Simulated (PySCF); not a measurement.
# C₄H₆O₃: magnetic properties

Wanted: magnetic properties for C₄H₆O₃ (`C[C@@H]1O[C@@H]1OC=O`).

Computed with PySCF 2.14.0 and routines of our own; the level stands in each step. Atoms count from 0.

## 1. The system as given

13 atoms, charge 0, multiplicity 1; geometry from: GFN2-xTB.

## 2. Magnetic properties: GIAO KT3/pcSseg-1

The job: settings as JSON, then the geometry in Å.

```
{"job": {"kind": "mag", "xc": "KT3", "basis": "pcSseg-1", "isotopologues": 2}, "charge": 0, "multiplicity": 1}
C     -1.782271     0.180053     0.728416
C     -1.069961    -0.086171    -0.569770
O     -0.443501    -1.338332    -0.741325
C      0.386451    -0.246167    -0.622146
O      1.108023    -0.152682     0.581113
C      2.405493     0.120253     0.504357
O      3.037461     0.338642    -0.482649
H     -1.892075     1.252549     0.870770
H     -2.768592    -0.277187     0.709840
H     -1.214058    -0.236582     1.555221
H     -1.561162     0.285291    -1.466577
H      0.976881     0.030945    -1.491674
H      2.812921     0.129876     1.528103
```

With the program's defaults for keys left out, this is: GIAO KT3/pcSseg-1 magnetisability, rotational g tensor and spin-rotation constants, non-relativistic, gas phase.

Run with:

```sh
OMP_NUM_THREADS=1 python excited_run.py task.json out
```

One launch serves the whole session: the jobs run in the order shown.

Log:

```text
coarse grid: 11328 points
cycle   1  E = -386.7556971518  dE =  1.282e+00  |g| = 1.165e+00  |ddm| = 3.244e+00
cycle   2  E = -385.6519455401  dE =  1.104e+00  |g| = 2.556e+00  |ddm| = 2.892e+00
cycle   3  E = -386.9373891887  dE = -1.285e+00  |g| = 5.897e-01  |ddm| = 2.444e+00
cycle   4  E = -387.0027789136  dE = -6.539e-02  |g| = 1.922e-01  |ddm| = 5.102e-01
cycle   5  E = -387.0088068550  dE = -6.028e-03  |g| = 5.794e-02  |ddm| = 1.384e-01
cycle   6  E = -387.0094866976  dE = -6.798e-04  |g| = 2.155e-02  |ddm| = 5.706e-02
cycle   7  E = -387.0095741926  dE = -8.749e-05  |g| = 8.057e-03  |ddm| = 1.956e-02
cycle   8  E = -387.0095861769  dE = -1.198e-05  |g| = 1.802e-03  |ddm| = 5.955e-03
cycle   9  E = -387.0095867593  dE = -5.824e-07  |g| = 6.700e-04  |ddm| = 1.894e-03
final grid: 110688 points
cycle  10  E = -387.1167153088  dE = -2.287e-04  |g| = 2.232e-02  |ddm| = 6.367e-02
cycle  11  E = -387.1165123095  dE =  2.030e-04  |g| = 4.014e-02  |ddm| = 3.900e-02
cycle  12  E = -387.1167926596  dE = -2.804e-04  |g| = 4.891e-03  |ddm| = 2.730e-02
cycle  13  E = -387.1167971192  dE = -4.460e-06  |g| = 1.900e-03  |ddm| = 4.106e-03
cycle  14  E = -387.1167977385  dE = -6.194e-07  |g| = 5.556e-04  |ddm| = 1.452e-03
cycle  15  E = -387.1167977921  dE = -5.351e-08  |g| = 2.239e-04  |ddm| = 5.043e-04
cycle  16  E = -387.1167978014  dE = -9.359e-09  |g| = 3.943e-05  |ddm| = 1.723e-04
cycle  17  E = -387.1167978017  dE = -3.089e-10  |g| = 1.098e-05  |ddm| = 3.591e-05
converged SCF energy = -387.1167978017

Magnetisability tensor (1e-30 J/T^2)
     -841.33       27.52      -22.59
       27.52     -975.26      -14.36
      -22.59      -14.36     -994.22
isotropic -936.93   principal values   -1002.32   -976.44   -832.04
isotropic susceptibility -56.424 1e-6 cm^3/mol

Inertial axes            a          b          c
rot. const./GHz      6.9185     1.6277     1.4593
chi total           -50.406    -60.253    -58.612
chi diamagnetic    -255.993   -801.226   -888.447
chi paramagnetic    205.587    740.973    829.835
quadrupole/D A       -2.318      1.236      1.082
g nuclear            0.6011     0.5568     0.5590
g electronic        -0.6682    -0.5666    -0.5689
g total             -0.0671    -0.0099    -0.0099

Spin-rotation constants (kHz, H = +C I.J)
atom  isotope        aa         bb         cc
  7     1H       -0.772     -0.096     -0.040
  8     1H        0.166     -0.176     -0.151
  9     1H       -0.549     -0.135     -0.052
 10     1H       -0.425     -0.128     -0.046
 11     1H       -0.238     -0.052     -0.069
 12     1H       -0.388      0.030     -0.064
  0    13C*       1.104      0.209      0.202
  1    13C*       1.925      0.235      0.239
  2    17O*      -0.709     -0.169     -0.195
  3    13C*       2.163      0.280      0.286
  4    17O*      -1.528     -0.485     -0.313
  5    13C*       2.980      0.533      0.407
  6    17O*      -4.107     -0.568     -0.315
* in the singly substituted isotopologue

Isotopologues: g along a, b, c
2H    at 7,8,9,10,11,12    -0.0568    -0.0092    -0.0089
13C   at 0                 -0.0663    -0.0097    -0.0098
```

It took 40 s on 1 thread of Arm Neoverse N1, shared host; peak memory 0.54 GiB.

From this job:

```
              quantity                      value
       magnetisability            -937·10⁻³⁰ J/T²
  molar susceptibility         -56.4·10⁻⁶ cm³/mol
rotational g (a, b, c)  -0.0671, -0.0099, -0.0099
```

## 3. Magnetic properties: GIAO X3LYP/6-31G*

The job, as its differences from that of step 2:

```diff
@@ -1,2 +1,2 @@
-{"job": {"kind": "mag", "xc": "KT3", "basis": "pcSseg-1", "isotopologues": 2}, "charge": 0, "multiplicity": 1}
+{"job": {"kind": "mag", "xc": "X3LYP", "basis": "6-31G*"}, "charge": 0, "multiplicity": 1}
 C     -1.782271     0.180053     0.728416
```

Level: GIAO X3LYP/6-31G* magnetisability, rotational g tensor and spin-rotation constants, non-relativistic, gas phase.

Log:

```text
coarse grid: 11328 points
cycle   1  E = -381.3402697574  dE =  1.406e+00  |g| = 1.066e+00  |ddm| = 3.549e+00
cycle   2  E = -380.8060025881  dE =  5.343e-01  |g| = 1.973e+00  |ddm| = 2.292e+00
cycle   3  E = -381.5379542649  dE = -7.320e-01  |g| = 3.375e-01  |ddm| = 1.685e+00
cycle   4  E = -381.5587145815  dE = -2.076e-02  |g| = 1.032e-01  |ddm| = 3.177e-01
cycle   5  E = -381.5605115882  dE = -1.797e-03  |g| = 2.475e-02  |ddm| = 7.619e-02
cycle   6  E = -381.5606430570  dE = -1.315e-04  |g| = 7.981e-03  |ddm| = 2.498e-02
cycle   7  E = -381.5606551804  dE = -1.212e-05  |g| = 2.695e-03  |ddm| = 7.614e-03
cycle   8  E = -381.5606565005  dE = -1.320e-06  |g| = 6.285e-04  |ddm| = 2.143e-03
final grid: 110688 points
cycle   9  E = -381.5015270841  dE = -2.053e-05  |g| = 5.232e-03  |ddm| = 1.827e-02
cycle  10  E = -381.5015234876  dE =  3.596e-06  |g| = 6.787e-03  |ddm| = 9.877e-03
cycle  11  E = -381.5015335384  dE = -1.005e-05  |g| = 1.246e-03  |ddm| = 5.449e-03
cycle  12  E = -381.5015338214  dE = -2.830e-07  |g| = 2.689e-04  |ddm| = 1.038e-03
cycle  13  E = -381.5015338329  dE = -1.147e-08  |g| = 1.163e-04  |ddm| = 2.782e-04
cycle  14  E = -381.5015338353  dE = -2.473e-09  |g| = 3.101e-05  |ddm| = 1.050e-04
cycle  15  E = -381.5015338355  dE = -1.905e-10  |g| = 7.726e-06  |ddm| = 2.984e-05
converged SCF energy = -381.5015338355

Magnetisability tensor (1e-30 J/T^2)
     -847.12       29.21      -23.68
       29.21     -994.23      -15.05
      -23.68      -15.05    -1002.94
isotropic -948.10   principal values   -1014.28   -992.62   -837.41
isotropic susceptibility -57.096 1e-6 cm^3/mol

Inertial axes            a          b          c
rot. const./GHz      6.9185     1.6277     1.4593
chi total           -50.742    -60.960    -59.585
chi diamagnetic    -255.574   -800.766   -888.081
chi paramagnetic    204.831    739.806    828.496
quadrupole/D A       -2.325      1.160      1.165
g nuclear            0.6011     0.5568     0.5590
g electronic        -0.6658    -0.5657    -0.5680
g total             -0.0647    -0.0090    -0.0090

Spin-rotation constants (kHz, H = +C I.J)
atom  isotope        aa         bb         cc
  7     1H       -0.815     -0.104     -0.048
  8     1H        0.136     -0.187     -0.160
  9     1H       -0.590     -0.142     -0.059
 10     1H       -0.458     -0.135     -0.052
 11     1H       -0.282     -0.062     -0.076
 12     1H       -0.429      0.023     -0.071
  0    13C*       0.990      0.190      0.177
  1    13C*       1.780      0.211      0.214
  2    17O*      -0.461     -0.148     -0.178
  3    13C*       2.010      0.258      0.260
  4    17O*      -1.340     -0.440     -0.271
  5    13C*       2.896      0.499      0.376
  6    17O*      -3.959     -0.549     -0.285
* in the singly substituted isotopologue
```

It took 20 s on 1 thread of Arm Neoverse N1, shared host; peak memory 0.53 GiB.

Key values:

```
              quantity                      value
       magnetisability            -948·10⁻³⁰ J/T²
  molar susceptibility         -57.1·10⁻⁶ cm³/mol
rotational g (a, b, c)  -0.0647, -0.0090, -0.0090
```

## 4. Magnetic properties: GIAO HCTH407/def2-SVP

The job: settings as JSON, then the geometry in Å.

```
{"job": {"kind": "mag", "xc": "HCTH407", "basis": "def2-SVP", "scf": {"max_cycle": 72}}, "charge": 0, "multiplicity": 1}
C     -1.604044     0.162048     0.655574
C     -0.962965    -0.077554    -0.512793
O     -0.399151    -1.204499    -0.667193
C      0.347806    -0.221550    -0.559931
O      0.997221    -0.137414     0.523002
C      2.164944     0.108228     0.453921
O      2.733715     0.304778    -0.434384
H     -1.702868     1.127294     0.783693
H     -2.491733    -0.249468     0.638856
H     -1.092652    -0.212924     1.399699
H     -1.405046     0.256762    -1.319919
H      0.879193     0.027850    -1.342507
H      2.531629     0.116888     1.375293
```

Method: GIAO HCTH407/def2-SVP magnetisability, rotational g tensor and spin-rotation constants, non-relativistic, gas phase.

Log:

```text
final grid: 110688 points
cycle   1  E = -380.8614881046  dE =  2.943e+00  |g| = 1.081e+00  |ddm| = 4.449e+00
cycle   2  E = -380.4264313452  dE =  4.351e-01  |g| = 1.839e+00  |ddm| = 3.746e+00
cycle   3  E = -381.0614358281  dE = -6.350e-01  |g| = 3.993e-01  |ddm| = 2.841e+00
cycle   4  E = -381.0918863419  dE = -3.045e-02  |g| = 9.839e-02  |ddm| = 4.445e-01
cycle   5  E = -381.0934591094  dE = -1.573e-03  |g| = 3.245e-02  |ddm| = 1.158e-01
cycle   6  E = -381.0936622756  dE = -2.032e-04  |g| = 9.061e-03  |ddm| = 4.275e-02
cycle   7  E = -381.0936779109  dE = -1.564e-05  |g| = 2.922e-03  |ddm| = 1.194e-02
cycle   8  E = -381.0936794228  dE = -1.512e-06  |g| = 6.160e-04  |ddm| = 3.291e-03
cycle   9  E = -381.0936794869  dE = -6.404e-08  |g| = 1.912e-04  |ddm| = 8.467e-04
cycle  10  E = -381.0936794942  dE = -7.392e-09  |g| = 5.015e-05  |ddm| = 2.838e-04
cycle  11  E = -381.0936794947  dE = -4.336e-10  |g| = 2.389e-05  |ddm| = 1.010e-04
converged SCF energy = -381.0936794947

Magnetisability tensor (1e-30 J/T^2)
     -818.34       25.73      -24.69
       25.73     -937.93      -15.20
      -24.69      -15.20     -947.25
isotropic -901.17   principal values    -958.69   -937.13   -807.69
isotropic susceptibility -54.270 1e-6 cm^3/mol

Inertial axes            a          b          c
rot. const./GHz      8.5414     2.0095     1.8016
chi total           -49.036    -57.592    -56.182
chi diamagnetic    -218.685   -660.942   -732.028
chi paramagnetic    169.649    603.350    675.846
quadrupole/D A       -2.825      1.104      1.721
g nuclear            0.6011     0.5568     0.5590
g electronic        -0.6807    -0.5696    -0.5720
g total             -0.0797    -0.0129    -0.0130

Spin-rotation constants (kHz, H = +C I.J)
atom  isotope        aa         bb         cc
  7     1H       -1.271     -0.168     -0.082
  8     1H        0.172     -0.294     -0.253
  9     1H       -0.946     -0.222     -0.101
 10     1H       -0.727     -0.218     -0.089
 11     1H       -0.489     -0.102     -0.127
 12     1H       -0.691      0.028     -0.113
  0    13C*       0.886      0.164      0.142
  1    13C*       1.792      0.177      0.180
  2    17O*      -0.081     -0.099     -0.153
  3    13C*       2.020      0.224      0.224
  4    17O*      -1.481     -0.404     -0.235
  5    13C*       3.120      0.545      0.399
  6    17O*      -3.939     -0.521     -0.265
* in the singly substituted isotopologue
```

Run time: 29 s. Hardware: 1 thread of Arm Neoverse N1, shared host; peak memory 0.57 GiB.

All coordinates were scaled by 0.9, so these values belong to a distorted geometry and are kept out of the summary.

## 5. Magnetic properties side by side

```
            level  ξ (10⁻³⁰ J/T²)     g(a)     g(b)  gap (eV)  functions  time
GIAO KT3/pcSseg-1            -937  -0.0671  -0.0099      5.57        149  40 s
GIAO X3LYP/6-31G*            -948  -0.0647  -0.0090      7.82        110  20 s
```

## 6. What came out

| quantity | value |
| --- | --- |
| magnetisability (step 2, GIAO KT3/pcSseg-1) | -937·10⁻³⁰ J/T² |
| molar susceptibility (step 2, GIAO KT3/pcSseg-1) | -56.4·10⁻⁶ cm³/mol |
| rotational g (a, b, c) (step 2, GIAO KT3/pcSseg-1) | -0.0671, -0.0099, -0.0099 |
| magnetisability over the levels | -948 to -937·10⁻³⁰ J/T² |
| runs | 0 failed, 1 ended on unsound input |

What this shows: The magnetisability spreads by 1.2 % over 2 levels, from GIAO X3LYP/6-31G* (20 s) to GIAO KT3/pcSseg-1 (40 s); the runs took 20 s to 40 s. Two levels can agree by chance, so this spread shows no convergence. Vibrational averaging and real surroundings are missing from these values.
